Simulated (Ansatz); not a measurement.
**CdH2: a single-point run**

The task is a single-point run on CdH2. The structure is shown as the input types it. The cell is built on a prototype (fluorite) and needn't be the phase found in nature.

Program: Ansatz 0.2.0. Level of theory: density functional or hybrid calculation with the settings of its input, plane waves. These are calculated values, not measurements.

2 further runs of the same task are left out: 2 that didn't finish. Runs told in other sessions of the task aren't counted.

**1. The system as given**

Symmetry: Fm-3m, No. 225, cubic system. The conventional cell has a = 5.054 Å, b = 5.054 Å, c = 5.054 Å, α = 90.00°, β = 90.00°, γ = 90.00°. Around Cd (site symmetry m-3m) lie 8 H at 2.19 Å. H (site symmetry -43m) is surrounded by 4 Cd at 2.19 Å.

Coordinates:

```
CELL_PARAMETERS angstrom
0.00000 2.52717 2.52717
2.52717 0.00000 2.52717
2.52717 2.52717 0.00000
ATOMIC_POSITIONS crystal
Cd 0.00000 0.00000 0.00000
H 0.25000 0.25000 0.25000
H 0.75000 0.75000 0.75000
```

**2. Running it**

input.yaml reads:

```yaml
crystal:
  lattice:
    - [0.0, 2.5271675656, 2.5271675656]
    - [2.5271675656, 0.0, 2.5271675656]
    - [2.5271675656, 2.5271675656, 0.0]
  atoms:
    - { symbol: Cd, position: [0.0, 0.0, 0.0] }
    - { symbol: H, position: [0.25, 0.25, 0.25] }
    - { symbol: H, position: [0.75, 0.75, 0.75] }
kpoints:
  mp_grid: { grid: [4, 4, 4] }
hamiltonian:
  xc:
    exchange: pbe
    correlation: pbe
    exx: { coeff: 1.5, omega: 0.2078 }
scf:
  occupations: { method: fermi_dirac, width: 0.02 }
  n_extra_bands: 4
output:
  forces: true
  stress: true
  eigenvalues: true
```

On the command line:

```sh
> ansatz run input.yaml --threads 4 --pin off --max-ram 3686MiB --backend cpu --events-out ev --progress --plain --runs-dir out
```

**Question.** How will this run end, and is anything wrong with its input?

The program refused the input before any cycle. Its message: «invalid value for `hamiltonian.xc.exx.coeff`: must be finite and in (0, 1]; got 1.5»

In the input, hamiltonian.xc.exx.coeff is 1.5. The program checks this value's range before starting, and it fails the check.

Remedy: set hamiltonian.xc.exx.coeff to 0.35.
